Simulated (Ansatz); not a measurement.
**BFH4Si2: a ladder of functionals and wavefunction methods**

The task here is to estimate one member of a computed series from the others.

Program: Ansatz 0.2.0, Gaussian basis. Level of theory: functionals in def2-TZVPP, the program's frozen cores in correlated methods. These are calculated values, not measurements.

Levels to be run: LDA (SPW92), PBE-D4, revPBE-D4, BLYP-D4, r2SCAN-D4, B97M-V, PBE0-D4, B3LYP-D4, r2SCANh-D4, r2SCAN0-D4, HSE06-D4, BHLYP-D4, CAM-B3LYP-D4, LC-ωPBE, ωB97X-V, ωB97M-V, B2PLYP, PBE-QIDH; CCSD(T)/def2-SVP; CCSD(T)/def2-TZVPP; MP2/def2-QZVPP; extrapolation to the limit; RPA on PBE.

## The relaxed structure

An earlier PBE0-D4 in a triple-zeta def2 set relaxation fixed the geometry.

SMILES `FB1[SiH2][SiH2]1`, 8 atoms, charge 0, spin multiplicity 1.

Atoms are counted from 1 here; the program's logs count them from 0.

Bond lengths: F1–B2 1.317 Å, B2–Si3 1.972 Å, B2–Si4 1.972 Å, Si3–Si4 2.425 Å, Si3–H5 1.484 Å, Si3–H6 1.487 Å, Si4–H7 1.484 Å, Si4–H8 1.487 Å. Angles: F1–B2–Si3 134.9°, F1–B2–Si4 134.8°, Si3–B2–Si4 75.9°, B2–Si3–Si4 52.1°, B2–Si3–H5 117.9°, B2–Si3–H6 126.7°, Si4–Si3–H5 98.4°, Si4–Si3–H6 135.4°, H5–Si3–H6 112.4°, B2–Si4–Si3 52.1°, B2–Si4–H7 118.0°, B2–Si4–H8 126.6°, Si3–Si4–H7 98.4°, Si3–Si4–H8 135.4°, H7–Si4–H8 112.4°.

Set-up of the first run:

File in.yaml:

```yaml
crystal:
  periodic: [false, false, false]
  atoms:
    - {symbol: F, position_ang: [1.492242, -0.519765, 1.966268]}
    - {symbol: B, position_ang: [0.976945, -0.263102, 0.781873]}
    - {symbol: Si, position_ang: [-0.037142, 1.237143, 0.000780]}
    - {symbol: Si, position_ang: [-0.363980, -1.137144, -0.370643]}
    - {symbol: H, position_ang: [0.273508, 1.633493, -1.394972]}
    - {symbol: H, position_ang: [-0.762006, 2.302058, 0.743609]}
    - {symbol: H, position_ang: [-0.114504, -1.164708, -1.833050]}
    - {symbol: H, position_ang: [-1.372961, -2.145076, 0.050436]}
basis:
  gaussian: {orbitals: def2-TZVPP}
hamiltonian: {xc: lda}
output: {orbitals: {seedname: orbitals}}
```

Command:

```bash
$ ansatz run in.yaml --threads 2 --pin off --events-out ev --progress --plain --max-ram 4352MiB
```

Among the steps run: LDA; PBE-D4 (GGA); revPBE-D4 (GGA); BLYP-D4 (GGA); r2SCAN-D4 (meta-GGA); B97M-V (meta-GGA); B3LYP-D4 (hybrid); r2SCANh-D4 (hybrid); r2SCAN0-D4 (hybrid); HSE06-D4 (hybrid); BHLYP-D4 (hybrid); CAM-B3LYP-D4 (range-separated); LC-ωPBE (range-separated); ωB97X-V (range-separated); ωB97M-V (range-separated); B2PLYP (double hybrid); PBE-QIDH (double hybrid).

One of the session's tables, all rows but one given; the rest of the session is left out.

It belongs to the step «Frontier levels by functional». 

| functional | HOMO (eV) | LUMO (eV) | gap (eV) |
| --- | --- | --- | --- |
| LDA (SPW92) | ? | ? | ? |
| PBE-D4 | -5.83 | -3.09 | 2.75 |
| revPBE-D4 | -5.79 | -3.01 | 2.78 |
| BLYP-D4 | -5.70 | -2.87 | 2.83 |
| r2SCAN-D4 | -6.03 | -2.93 | 3.10 |
| B97M-V | -6.14 | -2.99 | 3.15 |
| PBE0-D4 | -6.95 | -2.22 | 4.73 |
| B3LYP-D4 | -6.76 | -2.34 | 4.42 |
| r2SCANh-D4 | -6.45 | -2.62 | 3.83 |
| r2SCAN0-D4 | -7.08 | -2.14 | 4.94 |
| HSE06-D4 | -6.56 | -2.60 | 3.96 |
| BHLYP-D4 | -7.76 | -1.14 | 6.62 |
| CAM-B3LYP-D4 | -8.14 | -1.01 | 7.13 |
| LC-ωPBE | -9.37 | 0.03 | 9.40 |
| ωB97X-V | -9.08 | -0.02 | 9.06 |
| ωB97M-V | -8.89 | -0.19 | 8.70 |

**Question.** Estimate the row for LDA (SPW92).

As computed: HOMO (eV): -5.94; LUMO (eV): -3.27; gap (eV): 2.67. In the column «HOMO (eV)» it lies between r2SCAN-D4 (-6.03) and PBE-D4 (-5.83).
